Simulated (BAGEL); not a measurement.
# UHF/def2-SVPD (density fitting with qzvpp-jkfit) run of SiNH2Cl2 (SMILES [NH][SiH](Cl)Cl)

Aim: the vertical electron affinity of SiNH2Cl2 at UHF/def2-SVPD (density fitting with qzvpp-jkfit), from 2 runs. 

Program for the calculation: BAGEL 1.2.2.

7 further runs of the same task are left out: 4 that didn't finish, 3 set aside as unsound or not needed.

### Step 1. Starting point

SiNH2Cl2: 6 atoms, total charge 0, spin state doublet. SMILES: `[NH][SiH](Cl)Cl`. The coordinates come from a PBE0-D4/def2-TZVP relaxation. This is one conformer, not always the lowest.

Bond lengths: N1–Si2 1.734 Å, Si2–Cl3 2.043 Å, Si2–Cl4 2.043 Å, N1–H5 1.023 Å, Si2–H6 1.469 Å. Angles: N1–Si2–Cl3 109.1°, N1–Si2–Cl4 109.2°, Cl3–Si2–Cl4 110.5°, N1–Si2–H6 110.8°, Cl3–Si2–H6 108.6°, Cl4–Si2–H6 108.6°, Si2–N1–H5 113.3°.

### Step 2. A single-point energy at UHF/def2-SVPD (density fitting with qzvpp-jkfit)

Input file input.json:

```json
{ "bagel": [

{
  "title": "molecule",
  "basis": "def2-svpd.json",
  "df_basis": "qzvpp-jkfit",
  "angstrom": true,
  "geometry": [
    { "atom": "N", "xyz": [       1.403700,      -0.215500,      -0.163600 ] },
    { "atom": "Si", "xyz": [      -0.241000,       0.041900,       0.320800 ] },
    { "atom": "Cl", "xyz": [      -0.912300,       1.791200,      -0.492500 ] },
    { "atom": "Cl", "xyz": [      -1.382400,      -1.527300,      -0.317200 ] },
    { "atom": "H", "xyz": [       1.520600,      -0.288300,      -1.176900 ] },
    { "atom": "H", "xyz": [      -0.346400,       0.133900,       1.783200 ] }
  ]
},

{
  "title": "uhf",
  "nopen": 1
},

{
  "title": "print",
  "file": "orbitals.molden",
  "orbitals": true
}

]}
```

The basis set def2-SVPD is read from a file made from the Basis Set Exchange's data (not shown).

On the command line:

```sh
$ BAGEL_NUM_THREADS=1 BAGEL input.json > input.out
```

What it wrote:

```text
* using 1 threads per process

  ===============================================================
  ===============================================================

  *** Geometry ***

  { "atom" : "N", "xyz" : [      2.652609,     -0.407236,     -0.309159 ] },
  { "atom" : "Si", "xyz" : [     -0.455424,      0.079180,      0.606224 ] },
  { "atom" : "Cl", "xyz" : [     -1.723997,      3.384877,     -0.930690 ] },
  { "atom" : "Cl", "xyz" : [     -2.612357,     -2.886179,     -0.599421 ] },
  { "atom" : "H", "xyz" : [      2.873518,     -0.544808,     -2.224019 ] },
  { "atom" : "H", "xyz" : [     -0.654601,      0.253034,      3.369760 ] },

  Number of auxiliary basis functions:      497

  Since a DF basis is specified, we compute 2- and 3-index integrals:
    o Being stored without compression. Storage requirement is 0.052 GB

  Number of basis functions:      114
  Number of electrons      :       57

    * METHOD: MOLECULE                             0.26

  *** Open-shell HF ***

  === Nuclear Repulsion ===
   264.8061875089

      * DIIS with orbital gradients will be used.

  === UHF iteration (def2-svpd.json) ===
      0      -1263.08990085          0.02075150           0.29
      1      -1263.19736357          0.01027914           0.29
      2      -1263.21637500          0.00486469           0.29
      3      -1263.22116217          0.00072448           0.29
      4      -1263.22158774          0.00016928           0.29
      5      -1263.22162861          0.00006312           0.29
      6      -1263.22164513          0.00001979           0.29
      7      -1263.22164879          0.00000784           0.29
      8      -1263.22164978          0.00000433           0.29
      9      -1263.22165043          0.00000115           0.29
     10      -1263.22165049          0.00000044           0.29
     11      -1263.22165050          0.00000018           0.29
     12      -1263.22165050          0.00000009           0.29
     13      -1263.22165050          0.00000006           0.29
     14      -1263.22165050          0.00000005           0.29
     15      -1263.22165050          0.00000004           0.29
     16      -1263.22165050          0.00000003           0.29
     17      -1263.22165050          0.00000002           0.29
     18      -1263.22165050          0.00000001           0.29
    * SCF iteration converged.

    * S^2 (UHF) is 0.7587

    * Permanent dipole moment:
           (   -0.115364,     0.025446,     0.132110) a.u.

    * METHOD: UHF                                  5.74

    * METHOD: PRINT                                0.02

  ===============================================================
```

Wall time 6.3 s (1 thread of Arm Neoverse V2, shared host); peak memory 0.17 GiB.

### Step 3. The singlet anion, same level

Input file job.json:

```json
{ "bagel": [

{
  "title": "molecule",
  "basis": "def2-svpd.json",
  "df_basis": "qzvpp-jkfit",
  "angstrom": true,
  "geometry": [
    { "atom": "N", "xyz": [    1.403700,   -0.215500,   -0.163600 ] },
    { "atom": "Si", "xyz": [   -0.241000,    0.041900,    0.320800 ] },
    { "atom": "Cl", "xyz": [   -0.912300,    1.791200,   -0.492500 ] },
    { "atom": "Cl", "xyz": [   -1.382400,   -1.527300,   -0.317200 ] },
    { "atom": "H", "xyz": [    1.520600,   -0.288300,   -1.176900 ] },
    { "atom": "H", "xyz": [   -0.346400,    0.133900,    1.783200 ] }
  ]
},
{
  "title": "hf",
  "charge": -1
},
{
  "title": "print",
  "file": "orbitals.molden",
  "orbitals": true
}

]}
```

The basis set def2-SVPD is read from a file made from the Basis Set Exchange's data (not shown).

On the command line:

```sh
$ BAGEL_NUM_THREADS=1 BAGEL job.json > job.out
```

What it wrote:

```text
* using 1 threads per process

  ===============================================================
  ===============================================================

  *** Geometry ***

  { "atom" : "N", "xyz" : [      2.652609,     -0.407236,     -0.309159 ] },
  { "atom" : "Si", "xyz" : [     -0.455424,      0.079180,      0.606224 ] },
  { "atom" : "Cl", "xyz" : [     -1.723997,      3.384877,     -0.930690 ] },
  { "atom" : "Cl", "xyz" : [     -2.612357,     -2.886179,     -0.599421 ] },
  { "atom" : "H", "xyz" : [      2.873518,     -0.544808,     -2.224019 ] },
  { "atom" : "H", "xyz" : [     -0.654601,      0.253034,      3.369760 ] },

  Number of auxiliary basis functions:      497

  Since a DF basis is specified, we compute 2- and 3-index integrals:
    o Being stored without compression. Storage requirement is 0.052 GB

  Number of basis functions:      114
  Number of electrons      :       57

    * METHOD: MOLECULE                             0.25

  *** RHF ***

  === Nuclear Repulsion ===
   264.8061875089

      * DIIS with orbital gradients will be used.

  === RHF iteration (def2-svpd.json) ===
      0      -1262.98335050          0.01807540           0.14
      1      -1263.09960624          0.01589328           0.14
      2      -1263.24783667          0.00132589           0.14
      3      -1263.24970535          0.00041628           0.14
      4      -1263.24995428          0.00009818           0.13
      5      -1263.24996706          0.00003455           0.14
      6      -1263.24996878          0.00001335           0.14
      7      -1263.24996915          0.00000313           0.14
      8      -1263.24996918          0.00000121           0.13
      9      -1263.24996918          0.00000044           0.13
     10      -1263.24996918          0.00000014           0.13
     11      -1263.24996918          0.00000007           0.13
     12      -1263.24996918          0.00000002           0.13
     13      -1263.24996918          0.00000001           0.13
    * SCF iteration converged.

    * Permanent dipole moment:
           (    1.925000,    -0.262392,     0.144012) a.u.

    * METHOD: HF                                   2.14

    * METHOD: PRINT                                0.02

  ===============================================================
```

It took 2.6 s on 1 thread of Arm Neoverse V2, shared host; peak memory 0.17 GiB.

### Step 4. What came out

At UHF/def2-SVPD (density fitting with qzvpp-jkfit):

```
                                                            quantity           value
                                      doublet SiNH2Cl2: total energy  -1263.22165 Eh
                                     doublet SiNH2Cl2: dipole moment          0.45 D
                                              doublet SiNH2Cl2: ⟨S²⟩           0.759
                                         singlet anion: total energy  -1263.24997 Eh
                                          singlet anion: HOMO energy        -3.39 eV
                                          singlet anion: LUMO energy         5.67 eV
singlet anion: HOMO–LUMO gap (to an unbound level, set by the basis)         9.06 eV
                   vertical electron affinity (to the singlet anion)        0.771 eV
```

At fixed nuclei the extra electron is bound by 0.77 eV (74.4 kJ/mol).
